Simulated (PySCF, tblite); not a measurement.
**C5H11ClOSi: geometry, infrared bands and NMR shifts**

Wanted: the infrared bands and NMR shifts of C5H11ClOSi (`C=C[SiH2][C@](C)(Cl)CO`), by calculation.

The runs use tblite 0.8.0 and PySCF 2.14.0, with density-fitted response routines of our own; the level of theory stands in each step. All values are computed, except where a source is named. Atoms count from 0, in the outputs and in this text.

### Step 1. Starting geometry

19 atoms, charge 0, multiplicity 1; geometry from: force field or distance geometry start.

Bonds of the start (Å): C0–C1 1.33, C1–Si2 1.86, Si2–C3 1.91, C3–C4 1.54, C3–Cl5 1.81, C3–C6 1.55, C6–O7 1.43, C0–H8 1.09, C0–H9 1.10, C1–H10 1.08, Si2–H11 1.49, Si2–H12 1.49, C4–H13 1.10, C4–H14 1.09, C4–H15 1.10, C6–H16 1.10, C6–H17 1.10, O7–H18 0.97.

### Step 2. Geometry optimisation with GFN2-xTB

The job: settings as JSON, then the geometry in Å.

```
{"job": {"kind": "relax", "xc": "GFN2-xTB", "basis": "xTB"}, "charge": 0, "multiplicity": 1}
C     -3.244900     0.290600     0.525100
C     -2.334500    -0.183900    -0.325200
Si    -0.747000    -1.022600     0.161300
C      0.797800     0.000200    -0.320200
C      0.789800     1.415500     0.274100
Cl     0.763000     0.131900    -2.127000
C      2.092300    -0.751000     0.080300
O      3.269800    -0.028400    -0.290800
H     -3.147400     0.228500     1.607700
H     -4.158300     0.765500     0.147700
H     -2.484000    -0.107600    -1.389000
H     -0.701700    -2.361200    -0.480800
H     -0.755600    -1.236100     1.638400
H      1.659500     1.998000    -0.076400
H      0.816600     1.405500     1.364700
H     -0.110600     1.974900    -0.012600
H      2.142400    -0.893700     1.173200
H      2.148300    -1.754000    -0.375300
H      3.194600     0.137200    -1.248100
```

Run with:

```bash
OMP_NUM_THREADS=1 python probes_run.py task.json out
```

One launch serves the whole session: the jobs run in the order shown.

**Question.** This job is followed by: GFN2-xTB harmonic vibrations, gas phase; GIAO PBE0/pcSseg-1 NMR shielding, non-relativistic, gas phase. What will the session give for the following? strongest single infrared mode (GFN2-xTB); zero-point energy (GFN2-xTB); 13C shifts against TMS (PBE0/pcSseg-1); 1H shifts against TMS (PBE0/pcSseg-1, means over atoms taken as alike); 29Si shifts against TMS (PBE0/pcSseg-1); 35Cl shifts against HCl (PBE0/pcSseg-1); 17O shifts against H2O (PBE0/pcSseg-1).

**Answer**, as computed:

```
                                                              quantity                                                     value
                             strongest single infrared mode (GFN2-xTB)                                     2247 cm⁻¹, 377 km/mol
                                          zero-point energy (GFN2-xTB)                                             90.7 kcal/mol
                                13C shifts against TMS (PBE0/pcSseg-1)                        146.5, 138.5, 72.1, 68.8, 24.8 ppm
1H shifts against TMS (PBE0/pcSseg-1, means over atoms taken as alike)  6.81, 6.62, 6.32, 4.47, 4.22, 4.14, 3.73, 1.75, 1.65 ppm
                               29Si shifts against TMS (PBE0/pcSseg-1)                                                 -31.9 ppm
                               35Cl shifts against HCl (PBE0/pcSseg-1)                                                   150 ppm
                                17O shifts against H2O (PBE0/pcSseg-1)                                                  19.5 ppm
```

In words: Relaxing lowered the energy by 0.136 eV in 52 steps; the close pair that moved most is C6–O7, from 1.431 to 1.400 Å. All 51 modes are real, so the xTB geometry is a minimum. The strongest single mode, at 2247 cm⁻¹, moves mainly H12. Unscaled tight-binding wavenumbers are off by several per cent, some by more. Its intensities can rank the bands wrongly. The most deshielded carbon is C0 (terminal =CH2 carbon), at 146.5 ppm: an sp2 carbon of a C=C bond. H10 (hydrogen on an alkene CH) lies farthest downfield among hydrogen, at 6.81 ppm; attached to an sp2 carbon and in the plane of the double bond. At PBE0/pcSseg-1: The largest span, 524 ppm, is at Cl5, where the paramagnetic term is -350 ppm.
